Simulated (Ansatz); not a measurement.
# Rb2BrCl (ordered alloy on rocksalt lattice): maximally localised Wannier functions

Aim: build maximally localised Wannier functions for Rb2BrCl (ordered alloy on rocksalt lattice) from several sets of trial orbitals, and check spreads and centres, and how well the models interpolate the bands. Plan: PBE, anion s p, 4×4×4; PBE, anion s p, 6×6×6; PBE, anion p, 4×4×4; PBE, cation s and anion p, disentangled, 4×4×4; r2SCAN, anion s p, 4×4×4; r2SCAN, anion p, 4×4×4; r2SCAN, cation s and anion p, disentangled, 4×4×4; HSE06, anion s p, 4×4×4; HSE06, cation s and anion p, disentangled, 4×4×4 (level, trial orbitals, Wannier mesh).

Method: plane waves, PAW, in Ansatz 0.2.0.

1 further run of the same task is left out (it didn't finish). Runs told in other sessions of the task aren't counted.

### Step 1. The structure to begin with

It takes space group R-3m (No. 166, trigonal). Conventional cell: a = 4.781 Å, b = 4.781 Å, c = 23.462 Å, α = 90.00°, β = 90.00°, γ = 120.00°. Cl (site symmetry -3m) is surrounded by 6 Rb at 3.33 Å. Br (site symmetry -3m) has 6 Rb at 3.44 Å in its first shell of neighbours. Rb (site symmetry 3m) has 3 Cl at 3.33 Å and 3 Br at 3.44 Å in its first shell of neighbours.

Structure file:

```cif
data_structure
_symmetry_space_group_name_H-M 'R-3m:H'
_symmetry_Int_Tables_number 166
_cell_length_a 4.7809
_cell_length_b 4.7809
_cell_length_c 23.4616
_cell_angle_alpha 90.000
_cell_angle_beta 90.000
_cell_angle_gamma 120.000
_cell_volume 464.41
loop_
_atom_site_label
_atom_site_type_symbol
_atom_site_symmetry_multiplicity
_atom_site_Wyckoff_symbol
_atom_site_fract_x
_atom_site_fract_y
_atom_site_fract_z
_atom_site_occupancy
Cl1 Cl 3 a 0.00000 0.00000 0.00000 1
Br1 Br 3 b 0.66667 0.33333 0.83333 1
Rb1 Rb 6 c 0.33333 0.66667 0.92065 1
```

The cell was relaxed beforehand with r2SCAN; those runs aren't shown.

### Step 2. PBE, anion s p, 4×4×4

File input.yaml:

```yaml
crystal:
  lattice:
    - [2.390442283, 1.3801224956, 7.8205419674]
    - [-2.390442283, 1.3801224956, 7.8205419674]
    - [0.0, -2.7602449911, 7.8205419674]
  atoms:
    - { symbol: Cl, position: [1.0, 0.0, 0.0] }
    - { symbol: Br, position: [0.5, 0.5, 0.5] }
    - { symbol: Rb, position: [0.253986712, 0.253986712, 0.253986712] }
    - { symbol: Rb, position: [0.746013288, 0.746013288, 0.746013288] }
kpoints:
  mp_grid: { grid: [6, 6, 6] }
  band_path:
    path:
      - [[0.0, 0.0, 0.0], [0.5, 0.5, 0.5], [0.8125712796958, 0.1874287203042, 0.5]]
      - [[0.5, -0.1874287203042, 0.1874287203042], [0.5, 1.860889493184e-17, -1.580885873717e-16], [0.0, 0.0, 0.0], [0.3437143601521, -0.3437143601521, 1.877552382815e-17]]
      - [[0.6562856398479, 1.078967827851e-16, 0.3437143601521], [0.5, 3.721778986368e-17, 0.5], [0.0, 0.0, 0.0]]
    npoints: 10
hamiltonian:
  xc: pbe
scf:
  occupations: { method: fixed }
  n_extra_bands: 6
output:
  forces: false
  stress: false
  eigenvalues: true
  wannier:
    kmesh: [4, 4, 4]
    projections:
      - { species: Cl, l: s, shell: 3 }
      - { species: Cl, l: p, shell: 3 }
      - { species: Br, l: s, shell: 4 }
      - { species: Br, l: p, shell: 4 }
    minimise: true
    write_hr: true
    conv_tol: 1.0e-08
    max_iter: 3000
```

The run is started by

```
ansatz run input.yaml --threads 4 --pin off --max-ram 3686MiB --backend cpu --events-out ev --progress --plain --runs-dir out
```

Further steps of the session: PBE, anion s p, 6×6×6; PBE, anion p, 4×4×4; PBE, cation s and anion p, disentangled, 4×4×4; r2SCAN, anion s p, 4×4×4; r2SCAN, anion p, 4×4×4; r2SCAN, cation s and anion p, disentangled, 4×4×4; HSE06, anion s p, 4×4×4; HSE06, cation s and anion p, disentangled, 4×4×4.

Q: Predict the results of all the runs planned. Wanted: total spread, PBE, anion s p, 4×4×4; total spread, PBE, anion s p, 6×6×6; total spread, PBE, anion p, 4×4×4; total spread, PBE, cation s and anion p, disentangled, 4×4×4; total spread, r2SCAN, anion s p, 4×4×4; total spread, r2SCAN, anion p, 4×4×4; total spread, r2SCAN, cation s and anion p, disentangled, 4×4×4; total spread, HSE06, anion s p, 4×4×4; total spread, HSE06, cation s and anion p, disentangled, 4×4×4.

As calculated:

```
                                                       quantity                                 value
                            total spread, PBE, anion s p, 4×4×4             10.58 Å² over 8 functions
                            total spread, PBE, anion s p, 6×6×6             10.88 Å² over 8 functions
                              total spread, PBE, anion p, 4×4×4             10.07 Å² over 6 functions
   total spread, PBE, cation s and anion p, disentangled, 4×4×4             17.98 Å² over 8 functions
                         total spread, r2SCAN, anion s p, 4×4×4             10.36 Å² over 8 functions
                           total spread, r2SCAN, anion p, 4×4×4              9.88 Å² over 6 functions
total spread, r2SCAN, cation s and anion p, disentangled, 4×4×4             18.16 Å² over 8 functions
                          total spread, HSE06, anion s p, 4×4×4             10.32 Å² over 8 functions
 total spread, HSE06, cation s and anion p, disentangled, 4×4×4             18.29 Å² over 8 functions
                                       centres of the first set  0.43 to 0.47 Å from the nearest atom
```

What this shows: With PBE, anion s p, 4×4×4 the 8 functions move off the atoms, with a mean spread of 1.32 Å²; 85 % of the total is gauge invariant. The total spread goes from 10.58 Å² on 4×4×4 to 10.88 Å² on 6×6×6: finite differences in k understate it on coarse meshes, while the largest miss of a band stays at 0.00 eV. On one set and mesh the functional gives 10.58 (PBE), 10.36 (r2SCAN), 10.32 (HSE06) Å². The disentangled models miss some band by up to 1.0 eV, which may lie outside their frozen windows.
